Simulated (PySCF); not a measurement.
# LuCl3(H2O): other functionals and bases at one geometry

One table from this session's results is given with a row withheld; the runs are named, their logs left out.

Computed with PySCF 2.14.0. Level: several levels, as the steps say, no spin–orbit coupling.

1 further run of the same task is left out (for a known fault of the program).

## The system as given

7 atoms, charge 0, spin multiplicity 1.

Bond lengths: Lu1–Cl2 2.436 Å, Lu1–Cl3 2.429 Å, Lu1–Cl4 2.436 Å, Lu1–O5 2.294 Å, O5–H6 0.967 Å, O5–H7 0.967 Å. Angles: Cl2–Lu1–Cl3 117.5°, Cl2–Lu1–Cl4 120.2°, Cl2–Lu1–O5 93.9°, Cl3–Lu1–Cl4 117.5°, Cl3–Lu1–O5 104.3°, Cl4–Lu1–O5 93.9°, Lu1–O5–H6 124.3°, Lu1–O5–H7 124.3°, H6–O5–H7 107.9°.

Geometry (Å):

```xyz
7
charge 0, multiplicity 1
Lu   -0.0440   -0.0462    0.0462
Cl    1.0432    1.8278    1.1589
Cl   -1.6575   -1.3300    1.3300
Cl    1.0432   -1.1589   -1.8278
O    -1.3304    1.2970   -1.2970
H    -1.5026    2.2334   -1.1275
H    -1.5026    1.1275   -2.2334
```

Formal oxidation states: Lu +3. Each metal's 14 4f electrons lie in its core potential, so multiplicities, spins and levels count the valence alone. An earlier session relaxed this geometry at PBE0, Lu lcecp-1-SVP with ECP60, Cl def2-SVP, O def2-SVP, H def2-SVP (singlet, point group Cs).

At PBE0 on the finer grid: E = -1496.302414 Eh, HOMO -8.47 eV, LUMO -1.34 eV, Mulliken charge on Lu1 +0.79 e, largest force component 0.021 eV/Å. 

Levels to run: HF; PBE; PBE0, TZVP. Hardware: 2 threads of Arm Neoverse V1, shared host.

The first run:

run.py (the lines that set the calculation) reads:

```python
mol = gto.M(atom='''
Lu    -0.04400    -0.04625     0.04625
Cl     1.04320     1.82779     1.15890
Cl    -1.65748    -1.33000     1.33000
Cl     1.04320    -1.15890    -1.82779
O     -1.33042     1.29702    -1.29702
H     -1.50255     2.23339    -1.12754
H     -1.50255     1.12754    -2.23339''',
    basis={'Lu': 'lcecp-1-SVP', 'Cl': 'def2-SVP', 'O': 'def2-SVP', 'H': 'def2-SVP'},
    ecp={'Lu': 'lcecp-1-SVP'},
    charge=0, spin=0)
mf = scf.RHF(mol)
mf = mf.density_fit()  # fitting sets: Lu AutoAux, Cl def2-universal-JKFIT, O def2-universal-JKFIT, H def2-universal-JKFIT
mf.conv_tol = 1e-08; mf.max_cycle = 55
mf.kernel(dm0)  # dm0: the density of the relaxed state
```

Run with:

```
$ OMP_NUM_THREADS=2 python run.py
```

Among the steps run: HF; PBE; PBE0, TZVP.

One table of the session follows, with a row left open; its other results are not shown here.

```
              level  HOMO (eV)  gap (eV)  charge on Lu1 (e)  dipole (D)  largest force component (eV/Å)
PBE0 (relaxed here)      -8.47      7.13               0.79        5.94                            0.02
                 HF          ?         ?                  ?           ?                               ?
                PBE      -7.05      4.93               0.60        5.83                            0.46
         PBE0, TZVP      -8.59      7.04               1.33        5.86                            0.23
```

**Question.** Estimate the row for HF.

The run gave: HOMO (eV): -11.71; gap (eV): 12.89; charge on Lu1 (e): 1.20; dipole (D): 6.15; largest force component (eV/Å): 0.89. In the column «HOMO (eV)» it is the lowest.

In one basis the HOMO–LUMO gap runs from 4.93 eV (PBE) to 12.89 eV (HF). The largest leftover force, 0.89 eV/Å with HF, stands at a geometry relaxed at another level. With 4f in the core, its levels are missing from HOMO and gap, and its count is fixed, so no charge can pass from the ligands into it. Total energies of different levels can't be compared.
